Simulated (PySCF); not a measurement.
**RhOOH: one geometry, several methods**

How much do the numbers for RhOOH (singlet) hang on the method? All levels run at one geometry, the PBE0 minimum.

Program: PySCF 2.14.0. Level of theory: several methods, basis Rh def2-TZVP with ECP28, O def2-TZVP, H def2-TZVP, scalar-relativistic core potentials, no spin–orbit coupling, density fitting. These are calculated values, not measurements.

## 1. Starting geometry

4 atoms, charge 0, spin multiplicity 1.

Bond lengths: Rh1–O2 1.650 Å, Rh1–O3 1.798 Å, O3–H4 0.960 Å. Angles: O2–Rh1–O3 148.6°, Rh1–O3–H4 137.9°.

```xyz
4
charge 0 multiplicity 1
Rh   -0.1170    0.0000    0.0415
O     0.4371    0.0000    1.5954
O     0.2513    0.0000   -1.7185
H     1.0267    0.0000   -2.2846
```

## 2. PBE0

One driver script runs all steps and calls PySCF; scf.py shows the equivalent input of each level. Each SCF starts from the density of the minimum. The driver also runs the species with one electron less or more at the same geometry (one less: multiplicity 2, one more: multiplicity 2); their logs are not shown.

Contents of scf.py:

```python
from pyscf import gto, scf, dft
mol = gto.M(atom='''
Rh    -0.116986     0.000000     0.041547
O      0.437095     0.000000     1.595351
O      0.251252     0.000000    -1.718477
H      1.026734     0.000000    -2.284636''',
    basis={'Rh': 'def2-TZVP', 'O': 'def2-TZVP', 'H': 'def2-TZVP'},
    ecp={'Rh': 'def2-TZVP'},
    charge=0, spin=0)
mf = dft.RKS(mol, xc='PBE0')
mf.grids.atom_grid = (99, 590)
aux = {'Rh': 'def2-universal-JKFIT', 'O': 'def2-universal-JKFIT', 'H': 'def2-universal-JKFIT'}
mf = mf.density_fit(auxbasis=aux)
mf.kernel()
```

Standard output:

```text
init E= -261.419035133713
  HOMO = -0.251147655228991  LUMO = -0.155598618548897  gap/eV = 2.60002
cycle= 1 E= -261.419035133856  delta_E= -1.43e-10  |g|= 1.18e-05  |ddm|= 2.35e-05
  HOMO = -0.251147402857846  LUMO = -0.155598423785037  gap/eV = 2.60002
Extra cycle  E= -261.419035133379  delta_E= 4.77e-10  |g|= 5.26e-05  |ddm|= 2.95e-05
converged SCF energy = -261.419035133379
```

This level, with the species of one electron less or more, ran for 7.8 s (4 threads, shared host).

```
energy                        : -261.419035 Eh
one electron less (charge +1) : -261.086528 Eh (doublet, ⟨S²⟩ 0.83)
one electron more (charge -1) : -261.495409 Eh (doublet, ⟨S²⟩ 0.77)
Mulliken charge of Rh1        : +0.81 e
```

## 3. HF

scf.py: that of step 2 with these lines changed.

```diff
@@ -10,2 +10 @@
-mf = dft.RKS(mol, xc='PBE0')
-mf.grids.atom_grid = (99, 590)
+mf = scf.RHF(mol)
```

Standard output (excerpt; [...] marks lines left out):

```text
[... the frontier levels of the middle cycles are left out ...]
init E= -259.899834497893
  HOMO = -0.359512197003397  LUMO = 0.0105245556786642  gap/eV = 10.06921
cycle= 1 E= -259.932039771144  delta_E= -0.0322  |g|= 0.186  |ddm|= 0.367
  HOMO = -0.401253414253848  LUMO = -0.0105903022288629  gap/eV = 10.63048
cycle= 2 E= -259.931640926906  delta_E= 0.000399  |g|= 0.23  |ddm|= 0.248
  HOMO = -0.388065841370565  LUMO = 0.00985831909331836  gap/eV = 10.82807
cycle= 3 E= -259.940642744708  delta_E= -0.009  |g|= 0.0504  |ddm|= 0.137
cycle= 4 E= -259.941468347144  delta_E= -0.000826  |g|= 0.0241  |ddm|= 0.0503
cycle= 5 E= -259.941737744151  delta_E= -0.000269  |g|= 0.00591  |ddm|= 0.0368
cycle= 6 E= -259.941768723367  delta_E= -3.1e-05  |g|= 0.00367  |ddm|= 0.0116
cycle= 7 E= -259.941785970823  delta_E= -1.72e-05  |g|= 0.00246  |ddm|= 0.00875
cycle= 8 E= -259.941801286532  delta_E= -1.53e-05  |g|= 0.00211  |ddm|= 0.00865
cycle= 9 E= -259.941822219375  delta_E= -2.09e-05  |g|= 0.00176  |ddm|= 0.0139
cycle= 10 E= -259.941854913764  delta_E= -3.27e-05  |g|= 0.00108  |ddm|= 0.0314
cycle= 11 E= -259.941867065209  delta_E= -1.22e-05  |g|= 0.000648  |ddm|= 0.0215
cycle= 12 E= -259.94187073169  delta_E= -3.67e-06  |g|= 0.000363  |ddm|= 0.0129
cycle= 13 E= -259.941871524246  delta_E= -7.93e-07  |g|= 0.000222  |ddm|= 0.0059
cycle= 14 E= -259.94187166016  delta_E= -1.36e-07  |g|= 0.000193  |ddm|= 0.000972
cycle= 15 E= -259.941871812294  delta_E= -1.52e-07  |g|= 0.000173  |ddm|= 0.00132
cycle= 16 E= -259.9418719487  delta_E= -1.36e-07  |g|= 0.000108  |ddm|= 0.00124
cycle= 17 E= -259.941872027992  delta_E= -7.93e-08  |g|= 5.91e-05  |ddm|= 0.00141
cycle= 18 E= -259.941872042847  delta_E= -1.49e-08  |g|= 3.34e-05  |ddm|= 0.000522
cycle= 19 E= -259.941872046472  delta_E= -3.62e-09  |g|= 2.17e-05  |ddm|= 0.000277
cycle= 20 E= -259.94187204755  delta_E= -1.08e-09  |g|= 1.46e-05  |ddm|= 0.000124
cycle= 21 E= -259.941872048036  delta_E= -4.86e-10  |g|= 1.06e-05  |ddm|= 5.37e-05
  HOMO = -0.393919640763684  LUMO = 0.0187396974211065  gap/eV = 11.22903
Extra cycle  E= -259.941872048171  delta_E= -1.35e-10  |g|= 8.82e-06  |ddm|= 1.48e-05
converged SCF energy = -259.941872048171
```

This level, with the species of one electron less or more, took 31 s.

```
energy                        : -259.941872 Eh
one electron less (charge +1) : -259.673645 Eh (doublet, ⟨S²⟩ 1.87)
one electron more (charge -1) : -260.021374 Eh (doublet, ⟨S²⟩ 1.56)
Mulliken charge of Rh1        : +1.22 e
```

## 4. MP2

scf.py: that of step 3 with these lines changed.

```diff
@@ -13,0 +14,2 @@
+from pyscf.mp import dfmp2
+dfmp2.DFMP2(mf, frozen=2).kernel()  # the driver gives MP2 a fitting basis of its own (RI)
```

Standard output (excerpt; [...] marks lines left out):

```text
[... the frontier levels of the middle cycles are left out ...]
init E= -259.899834497893
  HOMO = -0.359512197003394  LUMO = 0.0105245556786429  gap/eV = 10.06921
cycle= 1 E= -259.932039771144  delta_E= -0.0322  |g|= 0.186  |ddm|= 0.367
  HOMO = -0.401253414253858  LUMO = -0.0105903022288594  gap/eV = 10.63048
cycle= 2 E= -259.931640926906  delta_E= 0.000399  |g|= 0.23  |ddm|= 0.248
  HOMO = -0.38806584137058  LUMO = 0.00985831909331836  gap/eV = 10.82807
cycle= 3 E= -259.940642744708  delta_E= -0.009  |g|= 0.0504  |ddm|= 0.137
cycle= 4 E= -259.941468347144  delta_E= -0.000826  |g|= 0.0241  |ddm|= 0.0503
cycle= 5 E= -259.941737744152  delta_E= -0.000269  |g|= 0.00591  |ddm|= 0.0368
cycle= 6 E= -259.941768723367  delta_E= -3.1e-05  |g|= 0.00367  |ddm|= 0.0116
cycle= 7 E= -259.941785970823  delta_E= -1.72e-05  |g|= 0.00246  |ddm|= 0.00875
cycle= 8 E= -259.941801286531  delta_E= -1.53e-05  |g|= 0.00211  |ddm|= 0.00865
cycle= 9 E= -259.941822219375  delta_E= -2.09e-05  |g|= 0.00176  |ddm|= 0.0139
cycle= 10 E= -259.941854913764  delta_E= -3.27e-05  |g|= 0.00108  |ddm|= 0.0314
cycle= 11 E= -259.941867065209  delta_E= -1.22e-05  |g|= 0.000648  |ddm|= 0.0215
cycle= 12 E= -259.941870731691  delta_E= -3.67e-06  |g|= 0.000363  |ddm|= 0.0129
cycle= 13 E= -259.941871524247  delta_E= -7.93e-07  |g|= 0.000222  |ddm|= 0.0059
cycle= 14 E= -259.94187166016  delta_E= -1.36e-07  |g|= 0.000193  |ddm|= 0.000972
cycle= 15 E= -259.941871812295  delta_E= -1.52e-07  |g|= 0.000173  |ddm|= 0.00132
cycle= 16 E= -259.9418719487  delta_E= -1.36e-07  |g|= 0.000108  |ddm|= 0.00124
cycle= 17 E= -259.941872027992  delta_E= -7.93e-08  |g|= 5.91e-05  |ddm|= 0.00141
cycle= 18 E= -259.941872042847  delta_E= -1.49e-08  |g|= 3.34e-05  |ddm|= 0.000522
cycle= 19 E= -259.941872046472  delta_E= -3.62e-09  |g|= 2.17e-05  |ddm|= 0.000277
cycle= 20 E= -259.94187204755  delta_E= -1.08e-09  |g|= 1.46e-05  |ddm|= 0.000124
cycle= 21 E= -259.941872048036  delta_E= -4.87e-10  |g|= 1.06e-05  |ddm|= 5.37e-05
  HOMO = -0.393919640763674  LUMO = 0.0187396974211257  gap/eV = 11.22903
Extra cycle  E= -259.941872048171  delta_E= -1.34e-10  |g|= 8.82e-06  |ddm|= 1.48e-05
converged SCF energy = -259.941872048171
```

This level, with the species of one electron less or more, took 23 s.

* energy: -261.007455 Eh
* one electron less (charge +1): -260.531991 Eh (doublet, ⟨S²⟩ 1.87)
* one electron more (charge -1): -261.029752 Eh (doublet, ⟨S²⟩ 1.56)
* MP2 correlation in its own fitting basis (same spin, opposite spin): -1.06558 Eh (-0.32373, -0.74185)

## 5. PBE

scf.py: that of step 4 with these lines changed.

```diff
@@ -10 +10,2 @@
-mf = scf.RHF(mol)
+mf = dft.RKS(mol, xc='PBE')
+mf.grids.atom_grid = (99, 590)
@@ -14,2 +14,0 @@
-from pyscf.mp import dfmp2
-dfmp2.DFMP2(mf, frozen=2).kernel()  # the driver gives MP2 a fitting basis of its own (RI)
```

Standard output (excerpt; [...] marks lines left out):

```text
[... the frontier levels of the middle cycles are left out ...]
init E= -261.497111432331
  HOMO = -0.200227859988469  LUMO = -0.19245208828049  gap/eV = 0.21159
cycle= 1 E= -261.493643353108  delta_E= 0.00347  |g|= 0.207  |ddm|= 0.28
  HOMO = -0.175687319571647  LUMO = -0.174562821965087  gap/eV = 0.03060
cycle= 2 E= -261.328904102028  delta_E= 0.165  |g|= 0.963  |ddm|= 0.617
  HOMO = -0.199297493065715  LUMO = -0.196283639495233  gap/eV = 0.08201
cycle= 3 E= -261.491062536942  delta_E= -0.162  |g|= 0.234  |ddm|= 0.485
cycle= 4 E= -261.502052542293  delta_E= -0.011  |g|= 0.0507  |ddm|= 0.154
cycle= 5 E= -261.502510402952  delta_E= -0.000458  |g|= 0.0183  |ddm|= 0.0452
cycle= 6 E= -261.502566644199  delta_E= -5.62e-05  |g|= 0.0062  |ddm|= 0.0175
cycle= 7 E= -261.502575410292  delta_E= -8.77e-06  |g|= 0.00182  |ddm|= 0.00401
cycle= 8 E= -261.502576153333  delta_E= -7.43e-07  |g|= 0.000453  |ddm|= 0.00173
cycle= 9 E= -261.502576193295  delta_E= -4e-08  |g|= 4.85e-05  |ddm|= 0.000304
cycle= 10 E= -261.50257619382  delta_E= -5.24e-10  |g|= 1.61e-05  |ddm|= 7.32e-05
  HOMO = -0.199415123933769  LUMO = -0.194843127307135  gap/eV = 0.12441
Extra cycle  E= -261.502576191521  delta_E= 2.3e-09  |g|= 0.000109  |ddm|= 8.36e-05
converged SCF energy = -261.502576191521
```

This level, with the species of one electron less or more, took 18 s.

* energy: -261.502576 Eh
* one electron less (charge +1): -261.177039 Eh (doublet, ⟨S²⟩ 0.76)
* one electron more (charge -1): -261.567166 Eh (doublet, ⟨S²⟩ 0.75)
* Mulliken charge of Rh1: +0.67 e

## 6. r2SCAN

scf.py: that of step 5 with these lines changed.

```diff
@@ -10 +10 @@
-mf = dft.RKS(mol, xc='PBE')
+mf = dft.RKS(mol, xc='R2SCAN')
```

Standard output (excerpt; [...] marks lines left out):

```text
[... the frontier levels of the middle cycles are left out ...]
init E= -261.581775117091
  HOMO = -0.214265341891761  LUMO = -0.196867132977883  gap/eV = 0.47343
cycle= 1 E= -261.581239530893  delta_E= 0.000536  |g|= 0.123  |ddm|= 0.235
  HOMO = -0.192850678213473  LUMO = -0.177190713515962  gap/eV = 0.42613
cycle= 2 E= -261.531612197176  delta_E= 0.0496  |g|= 0.531  |ddm|= 0.345
  HOMO = -0.209069845559615  LUMO = -0.192671797922005  gap/eV = 0.44621
cycle= 3 E= -261.581513864069  delta_E= -0.0499  |g|= 0.114  |ddm|= 0.264
cycle= 4 E= -261.584294951586  delta_E= -0.00278  |g|= 0.0163  |ddm|= 0.0703
cycle= 5 E= -261.584340767169  delta_E= -4.58e-05  |g|= 0.00409  |ddm|= 0.0125
cycle= 6 E= -261.58434397208  delta_E= -3.2e-06  |g|= 0.00132  |ddm|= 0.00289
cycle= 7 E= -261.584344406533  delta_E= -4.34e-07  |g|= 0.000265  |ddm|= 0.00104
cycle= 8 E= -261.584344418405  delta_E= -1.19e-08  |g|= 8.59e-05  |ddm|= 0.000241
cycle= 9 E= -261.584344419966  delta_E= -1.56e-09  |g|= 9.43e-06  |ddm|= 5.84e-05
cycle= 10 E= -261.584344419984  delta_E= -1.73e-11  |g|= 2.17e-06  |ddm|= 8.82e-06
  HOMO = -0.210764630949342  LUMO = -0.194294148159801  gap/eV = 0.44818
Extra cycle  E= -261.584344419968  delta_E= 1.55e-11  |g|= 9.46e-06  |ddm|= 5.58e-06
converged SCF energy = -261.584344419968
```

This level, with the species of one electron less or more, ran for 40 s (4 threads, shared host).

- energy: -261.584344 Eh
- one electron less (charge +1): -261.248845 Eh (doublet, ⟨S²⟩ 0.97)
- one electron more (charge -1): -261.654907 Eh (doublet, ⟨S²⟩ 0.77)
- Mulliken charge of Rh1: +0.77 e

## 7. B3LYP

scf.py: that of step 6 with these lines changed.

```diff
@@ -10 +10 @@
-mf = dft.RKS(mol, xc='R2SCAN')
+mf = dft.RKS(mol, xc='B3LYP')
```

Standard output (excerpt; [...] marks lines left out):

```text
[... the frontier levels of the middle cycles are left out ...]
init E= -261.640898336668
  HOMO = -0.243191715205924  LUMO = -0.163513024120235  gap/eV = 2.16817
cycle= 1 E= -261.641760558939  delta_E= -0.000862  |g|= 0.0544  |ddm|= 0.12
  HOMO = -0.246260964378987  LUMO = -0.165147131886819  gap/eV = 2.20722
cycle= 2 E= -261.633538395877  delta_E= 0.00822  |g|= 0.224  |ddm|= 0.119
  HOMO = -0.244276104535402  LUMO = -0.164105908450232  gap/eV = 2.18154
cycle= 3 E= -261.642010869393  delta_E= -0.00847  |g|= 0.0355  |ddm|= 0.106
cycle= 4 E= -261.642196109869  delta_E= -0.000185  |g|= 0.0148  |ddm|= 0.023
cycle= 5 E= -261.642238470713  delta_E= -4.24e-05  |g|= 0.00242  |ddm|= 0.00906
cycle= 6 E= -261.642239800649  delta_E= -1.33e-06  |g|= 0.000606  |ddm|= 0.0026
cycle= 7 E= -261.642239951586  delta_E= -1.51e-07  |g|= 0.000165  |ddm|= 0.00105
cycle= 8 E= -261.642240048206  delta_E= -9.66e-08  |g|= 0.000117  |ddm|= 0.00134
cycle= 9 E= -261.642240101728  delta_E= -5.35e-08  |g|= 4.96e-05  |ddm|= 0.00171
cycle= 10 E= -261.642240103224  delta_E= -1.5e-09  |g|= 7.97e-06  |ddm|= 0.000218
cycle= 11 E= -261.642240103309  delta_E= -8.53e-11  |g|= 2.8e-06  |ddm|= 7.58e-05
  HOMO = -0.245033266509726  LUMO = -0.165501403180595  gap/eV = 2.16417
Extra cycle  E= -261.642240103297  delta_E= 1.24e-11  |g|= 9.56e-06  |ddm|= 6.65e-06
converged SCF energy = -261.642240103297
```

This level, with the species of one electron less or more, took 20 s.

| Item | Value |
| --- | --- |
| energy | -261.642240 Eh |
| one electron less (charge +1) | -261.301783 Eh (doublet, ⟨S²⟩ 0.79) |
| one electron more (charge -1) | -261.718134 Eh (doublet, ⟨S²⟩ 0.76) |
| Mulliken charge of Rh1 | +0.81 e |

## 8. The ladder

| level | atomisation energy (kJ/mol) | vertical ionisation energy (eV) | vertical electron affinity (eV) | −ε(HOMO) (eV) | gap (eV) | dipole (D) | wall time |
| --- | --- | --- | --- | --- | --- | --- | --- |
| PBE0 | 1055 | 9.05 | 2.08 | 6.83 | 2.60 | 2.42 | 7.8 s |
| HF | 178 | 7.30 | 2.16 | 10.72 | 11.23 | 2.24 | 31 s |
| MP2 | 1243 | 12.94 | 0.61 | – | – | – | 23 s |
| PBE | 1265 | 8.86 | 1.76 | 5.43 | 0.12 | 2.68 | 18 s |
| r2SCAN | 1163 | 9.13 | 1.92 | 5.74 | 0.45 | 2.65 | 40 s |
| B3LYP | 1091 | 9.26 | 2.07 | 6.67 | 2.16 | 2.48 | 20 s |

Times are for 4 threads, shared host; PBE0 starts from its own converged density, so its time is not comparable. A dash stands where a species or a free atom was not run at that level, or the quantity is not defined.

Atomisation goes to high-spin atoms in their ground configurations, run at the same level, without zero-point energy.

## 9. Outcome

```
                         quantity                          value
        atomisation energy, range  178 (HF) to 1265 (PBE) kJ/mol
vertical ionisation energy, range    7.30 (HF) to 12.94 (MP2) eV
vertical electron affinity, range     0.61 (MP2) to 2.16 (HF) eV
               orbital gap, range    0.12 (PBE) to 11.23 (HF) eV
```

What this shows: The atomisation energy spreads over 1087 kJ/mol, from HF to PBE; without a CCSD(T) value for it there is no yardstick here. Spin contamination is strong in at least one of the open-shell species at HF, MP2. Without diffuse functions electron affinities tend to come out too low. Spin polarisation would lower this closed shell, so its numbers describe a constrained state.
